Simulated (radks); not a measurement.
**N in [He] 2s1.75 2p3 3p0.25: an all-electron calculation**

The task here is to estimate one member of a computed series from the others.

The numbers are computed with radks (a radial shooting solver on a logarithmic mesh, Libxc functionals) version 1 (non-relativistic Kohn-Sham, Wu-Cohen GGA, spin-unpolarised, spherical densities, point nucleus), except any that are marked as measured or tabulated.

### Starting point

| Property | Result |
| --- | --- |
| element | nitrogen (Z = 7) |
| charge | 0 |
| electrons | 7 |
| configuration | [He] 2s1.75 2p3 3p0.25 |

Set-up of the first run:

Settings of this run:

```text
Z 7
configuration [He] 2s1.75 2p3 3p0.25
relativity non-relativistic
functional wc,pbe
spin unpolarised
nucleus point
```

One of the session's tables, all rows but one given; the rest of the session is left out.

It belongs to the step «Orbitals and density». Radial moments (bohr):

| level | <r> | outermost maximum (interpolated) | 90 % within |
| --- | --- | --- | --- |
| 1s | 0.2302 | 0.149 | 0.413 |
| 2s | 1.304 | 1.01 | 2.08 |
| 2p | ? | ? | ? |
| 3p | 12.06 | 11.6 | 18.0 |

**Question.** Estimate the row for 2p.

As computed: <r>: 1.417; outermost maximum (interpolated): 0.958; 90 % within: 2.45. In the column «<r>» it lies between 2s (1.304) and 3p (12.06).
